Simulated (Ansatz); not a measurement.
**CH5BOSi: one species, many methods**

The task here is to estimate one member of a computed series from the others.

Program: Ansatz 0.2.0, Gaussian basis. Level of theory: functionals in def2-TZVPP, the program's frozen cores in correlated methods. These are calculated values, not measurements.

Levels to be run: LDA (SPW92), PBE-D4, revPBE-D4, BLYP-D4, r2SCAN-D4, B97M-V, PBE0-D4, B3LYP-D4, r2SCANh-D4, r2SCAN0-D4, HSE06-D4, BHLYP-D4, CAM-B3LYP-D4, LC-ωPBE, ωB97X-V, ωB97M-V, B2PLYP, PBE-QIDH; CCSD(T)/def2-SVP; CCSD(T)/def2-TZVPP; MP2/def2-QZVPP; extrapolation to the limit; RPA on PBE.

## The geometry

All runs share one geometry, relaxed beforehand with PBE0-D4 in a triple-zeta def2 set.

SMILES `[SiH3]C1BO1`, 9 atoms, charge 0, spin multiplicity 1.

Atoms are counted from 1 here; the program's logs count them from 0.

Bond lengths: Si1–C2 1.867 Å, Si1–H5 1.487 Å, Si1–H6 1.486 Å, Si1–H7 1.487 Å, C2–B3 1.516 Å, C2–O4 1.527 Å, C2–H8 1.090 Å, B3–O4 1.325 Å, B3–H9 1.183 Å. Angles: C2–Si1–H5 107.9°, C2–Si1–H6 109.4°, C2–Si1–H7 111.7°, H5–Si1–H6 109.7°, H5–Si1–H7 109.0°, H6–Si1–H7 109.1°, Si1–C2–B3 124.3°, Si1–C2–O4 115.0°, Si1–C2–H8 117.1°, B3–C2–O4 51.6°, B3–C2–H8 117.6°, O4–C2–H8 110.9°, C2–B3–O4 64.6°, C2–B3–H9 157.7°, O4–B3–H9 137.7°, C2–O4–B3 63.8°.

Set-up of the first run:

The input, in.yaml:

```yaml
crystal:
  periodic: [false, false, false]
  atoms:
    - {symbol: Si, position_ang: [0.219915, 1.232255, -0.348726]}
    - {symbol: C, position_ang: [0.310015, -0.625307, -0.184089]}
    - {symbol: B, position_ang: [-0.704375, -1.467112, 0.564388]}
    - {symbol: O, position_ang: [0.382420, -1.143939, 1.250028]}
    - {symbol: H, position_ang: [-0.069259, 1.551479, -1.772220]}
    - {symbol: H, position_ang: [-0.873764, 1.751759, 0.512477]}
    - {symbol: H, position_ang: [1.498406, 1.882403, 0.042383]}
    - {symbol: H, position_ang: [1.024929, -1.145683, -0.821722]}
    - {symbol: H, position_ang: [-1.699787, -2.082056, 0.740282]}
basis:
  gaussian: {orbitals: def2-TZVPP}
hamiltonian: {xc: lda}
output: {orbitals: {seedname: orbitals}}
```

Run with:

```
$ ansatz run in.yaml --threads 2 --pin off --events-out ev --progress --plain --max-ram 4352MiB
```

Steps of the session up to this table: LDA; PBE-D4 (GGA); revPBE-D4 (GGA); BLYP-D4 (GGA); r2SCAN-D4 (meta-GGA); B97M-V (meta-GGA); PBE0-D4 (hybrid); B3LYP-D4 (hybrid); r2SCANh-D4 (hybrid); r2SCAN0-D4 (hybrid); HSE06-D4 (hybrid); BHLYP-D4 (hybrid); CAM-B3LYP-D4 (range-separated); LC-ωPBE (range-separated); ωB97X-V (range-separated); ωB97M-V (range-separated); B2PLYP (double hybrid); PBE-QIDH (double hybrid).

One table of the session follows, with a row left open; its other results are not shown here.

It belongs to the step «Orbital energies across the functionals». 

| functional | HOMO (eV) | gap (eV) |
| --- | --- | --- |
| LDA (SPW92) | -7.06 | 5.16 |
| PBE-D4 | -6.92 | 5.29 |
| revPBE-D4 | -6.86 | 5.35 |
| BLYP-D4 | -6.80 | 5.31 |
| r2SCAN-D4 | -7.15 | 5.92 |
| B97M-V | -7.27 | 5.93 |
| PBE0-D4 | -8.22 | 7.60 |
| B3LYP-D4 | -8.01 | 7.14 |
| r2SCANh-D4 | -7.64 | 6.75 |
| r2SCAN0-D4 | -8.37 | 7.99 |
| HSE06-D4 | ? | ? |
| BHLYP-D4 | -9.43 | 9.80 |
| CAM-B3LYP-D4 | -9.62 | 10.07 |
| LC-ωPBE | -10.99 | 12.68 |
| ωB97X-V | -10.61 | 12.16 |
| ωB97M-V | -10.49 | 11.76 |

**Question.** Estimate the row for HSE06-D4.

**Answer.** HOMO (eV): -7.81; gap (eV): 6.81. In the column «HOMO (eV)» it lies between B3LYP-D4 (-8.01) and r2SCANh-D4 (-7.64).
